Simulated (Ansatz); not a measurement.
# BHF2 + H2S: a complex and its separated parts

Aim: how far the complex at one end of a reaction step lies below its separated, relaxed parts, level by level.

Method: PBE0-D4/def2-TZVP structures, single points in def2-TZVPP, no counterpoise correction; program: Ansatz 0.2.0, Gaussian basis.

Levels: SPW92, PBE-D4, BLYP-D4, r2SCAN-D4, B97M-V, PBE0-D4, B3LYP-D4, r2SCAN0-D4, BHLYP-D4, CAM-B3LYP-D4, wB97X-V, wB97M-V, B2PLYP, PBE-QIDH, RPA on PBE, Hartree-Fock, MP2, CCSD, CCSD(T).

Correlated methods freeze the cores. B3LYP uses VWN-RPA correlation. B2PLYP carries no dispersion term here.

79 further runs of the same task are left out: 1 that didn't finish, 78 set aside as unsound or not needed.

**1. Starting geometry**

The complex: 7 atoms, charge 0, spin multiplicity 1.

Atoms are counted from 1 here; the program's logs count them from 0.

Bond lengths: B1–H2 1.192 Å, B1–F3 1.321 Å, B1–F4 1.318 Å, H5–S6 1.342 Å, S6–H7 1.342 Å. Angles: H2–B1–F3 120.7°, H2–B1–F4 120.9°, F3–B1–F4 117.8°, H5–S6–H7 92.5°.

Coordinates:

```
B    -0.34445   -1.23398   -0.20553
H     0.82408   -1.41881   -0.06227
F    -0.83356   -0.89313   -1.38433
F    -1.19959   -1.53563    0.75092
H     1.29529    1.52267    0.93401
S    -0.00613    1.59954    0.61576
H     0.26436    1.95924   -0.64846
```

Its parts: BHF2 holds atoms 1, 2, 3, 4; H2S holds atoms 5, 6, 7. Each part counts its atoms afresh in its own runs.

**2. Relaxing BHF2 alone**

The input, relax-a/in.yaml:

```yaml
crystal:
  periodic: [false, false, false]
  atoms:
    - {symbol: B, position_ang: [-0.344449, -1.233982, -0.205526]}
    - {symbol: H, position_ang: [0.824081, -1.418811, -0.062271]}
    - {symbol: F, position_ang: [-0.833564, -0.893129, -1.384329]}
    - {symbol: F, position_ang: [-1.199594, -1.535628, 0.750921]}
basis:
  gaussian: {orbitals: def2-TZVP}
hamiltonian: {xc: pbe0, dispersion: d4}
relax: {f_tol: 0.005, max_steps: 200}
```

On the command line:

```
$ ansatz run in.yaml --threads 2 --pin off --events-out ev --progress --plain --max-ram 4352MiB
```

After this run come: Relaxing H2S alone; SPW92/def2-TZVPP; PBE-D4/def2-TZVPP; BLYP-D4/def2-TZVPP; r2SCAN-D4/def2-TZVPP; B97M-V/def2-TZVPP; PBE0-D4/def2-TZVPP; B3LYP-D4/def2-TZVPP; r2SCAN0-D4/def2-TZVPP; BHLYP-D4/def2-TZVPP; CAM-B3LYP-D4/def2-TZVPP; wB97X-V/def2-TZVPP; wB97M-V/def2-TZVPP; B2PLYP/def2-TZVPP; PBE-QIDH/def2-TZVPP; RPA on PBE/def2-TZVPP; CCSD(T)/def2-TZVPP; Vibrations of BHF2; Vibrations of H2S.

What does the calculation give? Wanted: complex less parts, CCSD(T)/def2-TZVPP; with zero-point energy; largest T1 diagnostic.

The runs gave:

```
                              quantity         value
complex less parts, CCSD(T)/def2-TZVPP  -10.0 kJ/mol
                with zero-point energy   -5.5 kJ/mol
                 largest T1 diagnostic         0.013
```

In words: At CCSD(T) the complex lies 10.0 kJ/mol below its parts. The functionals run from PBE-QIDH, off by -0.3 kJ/mol, to SPW92, off by -14.3 kJ/mol, against CCSD(T). Mean unsigned error by rung: LDA 14.3, GGA 4.5, meta-GGA 3.5, hybrid 3.3, range-separated hybrid 2.3, double hybrid 1.6 kJ/mol. PBE-D4 gives a relative energy 5.7 kJ/mol too low, an error of 57 % of the reference. The complex's frequency run has imaginary modes: the structure is no minimum, so both the energy and the zero-point correction are in doubt. No counterpoise was applied, and triple zeta lacks some correlation, so the CCSD(T) reference has a basis error of its own, and close matches with it are partly luck.
